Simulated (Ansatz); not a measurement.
**triplet InH2OF at 5 levels**

We compute a comparison of 5 runs (UHF/STO-3G, U-wB97M-V/def2-SVP, UB2PLYP/def2-SVP, UMP2/def2-SVP, UCCSD(T)/def2-SVP) of triplet InH2OF. 

Program for the calculation: Ansatz 0.2.0.

37 further runs of the same task are left out: 1 that didn't finish, 36 set aside as unsound or not needed.

## Step 1: The molecule

InH2OF: 5 atoms, total charge 0, spin state triplet. SMILES of the parent species: `[OH][InH][F]`. The coordinates come from a PBE0-D4/def2-TZVP relaxation. This is one conformer, not always the lowest. That shape belongs to the parent species and isn't relaxed for this state.

Bond lengths: O1–In2 1.966 Å, In2–F3 1.944 Å, O1–H4 0.960 Å, In2–H5 1.691 Å. Angles: O1–In2–F3 106.4°, O1–In2–H5 133.9°, F3–In2–H5 119.7°, In2–O1–H4 113.6°.

## Step 2: A single-point energy at UHF/STO-3G (run 1)

Input file input.yaml:

```yaml
crystal:
  periodic: [false, false, false]
  atoms:
    - {symbol: O, position_ang: [-1.279500, -0.345900, -0.577400]}
    - {symbol: In, position_ang: [0.480100, 0.042500, 0.210000]}
    - {symbol: F, position_ang: [1.185900, -1.654700, 0.841500]}
    - {symbol: H, position_ang: [-1.725200, 0.429800, -0.925700]}
    - {symbol: H, position_ang: [1.388500, 1.454700, 0.410200]}
basis:
  gaussian: {orbitals: STO-3G}
magnetization: {spin_polarized: true, initial_magnetization: 2}
hamiltonian: {xc: hf}
accuracy: high
output: {orbitals: {seedname: orbitals}}
```

The run is started by

```sh
$ ansatz run input.yaml --threads 1 --pin off --max-ram 3480MiB --events-out events.jsonl --progress --plain --runs-dir runs
```

The program printed:

```text
Warning: RAYON_NUM_THREADS=1 ignored (pool sized by the plan → 1); use --threads N
Functional definition: HF
  name "HF"
  exchange = exact_x
  correlation = 0
742 factors; integrals over basis functions are off by at most 3.8e-9 eV
mean field evaluation 1: about -159338.2379 eV, gradient 1.4e1 eV
mean field evaluation 2: about -159338.4322 eV, gradient 1.4e1 eV
mean field evaluation 4: about -159341.7294 eV, gradient 2.3e0 eV
mean field evaluation 8: about -159341.9255 eV, gradient 9.4e-2 eV
mean field evaluation 16: about -159341.9201 eV, gradient 1.2e-2 eV
mean field evaluation 32: about -159342.5039 eV, gradient 7.3e-1 eV
mean field evaluation 64: about -159342.1874 eV, gradient 5.9e-1 eV
mean field evaluation 96: about -159342.7593 eV, gradient 1.9e-1 eV
mean field evaluation 128: about -159336.8503 eV, gradient 5.3e0 eV
mean field evaluation 160: about -159341.3368 eV, gradient 9.4e-1 eV
mean field evaluation 192: about -159342.7773 eV, gradient 4.5e-1 eV
mean field evaluation 224: about -159341.7523 eV, gradient 9.5e-1 eV
mean field evaluation 256: about -159341.9202 eV, gradient 9.6e-3 eV
mean field -159342.77001312 eV, -5855.7387915733 hartree, gradient 6.9e-8 eV, S^2 2.054968; 6 other end points of the search recorded, 0 dependent functions left out
reference -159342.77001312 eV, -5855.7387915733 hartree; 35, 33 occupied and 4, 6 virtual orbitals, 742 factors
Total energy: -159342.77001312 eV, -5855.7387915733 hartree
```

Run time: 9 s. Hardware: 1 thread of Intel Xeon Platinum 8259CL at 2.50GHz (Skylake/Cascade Lake), shared host; peak memory 0.15 GiB.

## Step 3: A single-point energy at U-wB97M-V/def2-SVP (core potential) (run 2)

Input file in.yaml:

```yaml
crystal:
  periodic: [false, false, false]
  atoms:
    - {symbol: O, position_ang: [-1.279500, -0.345900, -0.577400]}
    - {symbol: In, position_ang: [0.480100, 0.042500, 0.210000]}
    - {symbol: F, position_ang: [1.185900, -1.654700, 0.841500]}
    - {symbol: H, position_ang: [-1.725200, 0.429800, -0.925700]}
    - {symbol: H, position_ang: [1.388500, 1.454700, 0.410200]}
basis:
  gaussian:
    orbitals: def2-SVP
accuracy: high
output: {orbitals: {seedname: orbitals}}
magnetization:
  spin_polarized: true
  initial_magnetization: 2
hamiltonian:
  xc: {name: wB97M-V}
```

The run is started by

```sh
$ ansatz run in.yaml --threads 1 --pin off --max-ram 3480MiB --events-out events.jsonl --progress --plain --runs-dir runs
```

The program printed (excerpt; [...] marks lines left out):

```text
Warning: RAYON_NUM_THREADS=1 ignored (pool sized by the plan → 1); use --threads N
Functional definition: wB97M-V
  name "wB97M-V"
[...]
  gx(w, u) = 1 - cx + cx01*u + cx10*w
  gss(w, u) = css00 + css04*u^4 + css10*w + css20*w^2 + css43*w^4*u^3
  gos(w, u) = cos00 + cos10*w + (cos20 + cos21*u)*w^2 + (cos60 + cos61*u)*w^6
[...]
      + integral(e_c_pw_mod_opposite_spin*gos(b97_w_opposite, b97_u_opposite)) + vv10(b, c)
1445 factors; integrals over basis functions are off by at most 3.0e-9 eV
298 factors; integrals over basis functions are off by at most 1.3e-9 eV
[...]
mean field -9958.26728136 eV, -365.9595726338 hartree, gradient 8.3e-8 eV, S^2 2.008586; 6 other end points of the search recorded, 0 dependent functions left out
reference -9958.26728629 eV, -365.9595728150 hartree; 21, 19 occupied and 43, 45 virtual orbitals, 1445 factors
Total energy: -9958.26728629 eV, -365.9595728150 hartree
```

It took 3.4 min on 1 thread of Intel Xeon Platinum 8259CL at 2.50GHz (Skylake/Cascade Lake), shared host; peak memory 0.81 GiB.

Runs 3 to 4 aren't shown in full; the table further down has their settings and results.

## Step 4: A single-point energy at UCCSD(T)/def2-SVP (core potential) (run 5)

Input file molecule.yaml:

```yaml
crystal:
  periodic: [false, false, false]
  atoms:
    - {symbol: O, position_ang: [-1.279500, -0.345900, -0.577400]}
    - {symbol: In, position_ang: [0.480100, 0.042500, 0.210000]}
    - {symbol: F, position_ang: [1.185900, -1.654700, 0.841500]}
    - {symbol: H, position_ang: [-1.725200, 0.429800, -0.925700]}
    - {symbol: H, position_ang: [1.388500, 1.454700, 0.410200]}
basis:
  gaussian: {orbitals: def2-SVP}
magnetization: {spin_polarized: true, initial_magnetization: 2}
correlation: {method: ccsd_t, frozen_orbitals: {F: 1, H: 0, In: 4, O: 1}}
accuracy: high
scf: {omitted_lower_state_checks: [cluster_reference, increment]}
```

The run is started by

```sh
$ ansatz run molecule.yaml --threads 1 --pin off --max-ram 3480MiB --events-out events.jsonl --progress --plain --runs-dir runs
```

The program printed:

```text
Warning: RAYON_NUM_THREADS=1 ignored (pool sized by the plan → 1); use --threads N
[... 18 lines left out ...]
6 core orbitals not correlated: weight in the atoms' cores, before any rotation towards them, 1.000 or more for the frozen orbitals, at most 0.000 for the correlated occupied ones
[... 59 lines left out ...]
Total energy: -9927.48163789 eV, -364.8282211037 hartree
Checks for a lower state left out: cluster_reference, increment
```

Wall time 68 s (1 thread of Intel Xeon Platinum 8259CL at 2.50GHz (Skylake/Cascade Lake), shared host); peak memory 0.49 GiB.

## Step 5: The series

| run | level | core potential | frozen core orbitals | energy (Eh) | HOMO energy (eV) | ⟨S²⟩ | wall time |
| --- | --- | --- | --- | --- | --- | --- | --- |
| 1 | UHF/STO-3G | none | – | -5855.738792 | -0.91 | 2.055 | 9 s |
| 2 | U-wB97M-V/def2-SVP (core potential) | def2-SVP | – | -365.959573 | -5.41 | 2.009 | 3.4 min |
| 3 | UB2PLYP/def2-SVP (core potential) | def2-SVP | 6 | -365.655725 | -4.27 | 2.010 | 31 s |
| 4 | UMP2/def2-SVP (core potential) | def2-SVP | 6 | -364.792337 | – | 2.018 | 29 s |
| 5 | UCCSD(T)/def2-SVP (core potential) | def2-SVP | 6 | -364.828221 | – | 2.018 | 68 s |

## Step 6: Outcome

```
                                          quantity          value
                               run 5: total energy  -364.82822 Eh
run 5: correlation energy (6 core orbitals frozen)     -457.7 mEh
                             run 5: (T) correction      -8.86 mEh
          run 5: ⟨S²⟩ of the reference determinant          2.018
                              run 5: T1 diagnostic          0.041
```

In words: Totals of different functionals can't be ranked against each other. Some runs of one species differ in core potentials or relativity; totals across that change don't compare. In run 1 the basis is minimal, so the values are rough. In run 1 relativity is left out where basis or elements ask for it. All runs together took 5.7 min, the longest 3.4 min.
